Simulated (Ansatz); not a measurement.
## H₅N₂PSi, SMILES N[SiH]1NP1: a rigid scan of one bond length

Program: Ansatz 0.2.0, Python API.

Contents of `h5n2psi.xyz`:
```text
9

N    -0.96470    1.12740    0.07400
Si    0.38970    0.46940    0.67410
N     0.53340   -0.58940   -0.61720
P     0.49730   -1.73930    0.57040
H    -1.72430    0.44030    0.04930
H    -0.83310    1.33080   -0.93100
H     1.61320    1.32140    0.50850
H     1.55470   -0.50590   -0.97140
H    -0.97770   -1.90090    0.62620
```

The script, `h5n2psi.py`:
```python
"""Stretching a bond of H5N2PSi, the rest held rigid."""

import ansatz as az
import numpy as np

system = az.Crystal.molecule_from_extxyz("h5n2psi.xyz")

symbols = [site.symbol for site in system.cartesian_sites]
start = np.array([site.position_ang for site in system.cartesian_sites])
axis = (start[5] - start[0]) / np.linalg.norm(start[5] - start[0])
moving = [5]
lengths, energies = [0.88, 0.95, 1.03, 1.14, 1.29, 1.55, 1.86, 2.27], []
for length in lengths:
    xyz = start.copy()
    xyz[moving] += (length - np.linalg.norm(start[5] - start[0])) * axis
    point = az.Crystal.molecule()
    for symbol, xyz in zip(symbols, xyz):
        point = point.atom(symbol, xyz.tolist())
    calculation = (
        point.calculation()
        .basis(gaussian="6-31G*")
        .functional("pbe")
    )
    summary = calculation.run(threads=1, backend="cpu").report
    energies.append(summary["free_energy_ev"])
    print(f"r = {length:6.3f} A  E = {energies[-1]:.5f} eV  <S^2> = {abs(summary['mean_field']['state']['spin_squared']):.3f}")

print("energy above the lowest point (eV):", [round(e - min(energies), 3) for e in energies])
```

Running `python h5n2psi.py` prints:
```text
r =  0.880 A  E = -20212.12225 eV  <S^2> = 0.000
r =  0.950 A  E = -20212.59736 eV  <S^2> = 0.000
r =  1.030 A  E = -20212.74104 eV  <S^2> = 0.000
r =  1.140 A  E = -20212.53823 eV  <S^2> = 0.000
r =  1.290 A  E = -20211.92025 eV  <S^2> = 0.000
r =  1.550 A  E = -20210.68054 eV  <S^2> = 0.000
r =  1.860 A  E = -20209.47707 eV  <S^2> = 0.000
r =  2.270 A  E = -20208.45613 eV  <S^2> = 0.000
energy above the lowest point (eV): [0.619, 0.144, 0.0, 0.203, 0.821, 2.061, 3.264, 4.285]
```

Total energies depend on the basis set; only differences at equal settings carry meaning. The rest of the molecule is held rigid at a force-field or estimated start geometry, and the basis set is modest; single-reference methods fail as a bond breaks. The orbitals are restricted, so S² is zero by construction. Toward dissociation an unrestricted state can lie under the restricted one, by tenths of an eV for polar bonds under a functional and by 1 to 2 eV or more for others. The whole script took 19 s on 1 thread of Arm Neoverse V1 (shared host), peak memory 0.19 GiB.

(Lines on the test bed's own set-up are left out of the output.)
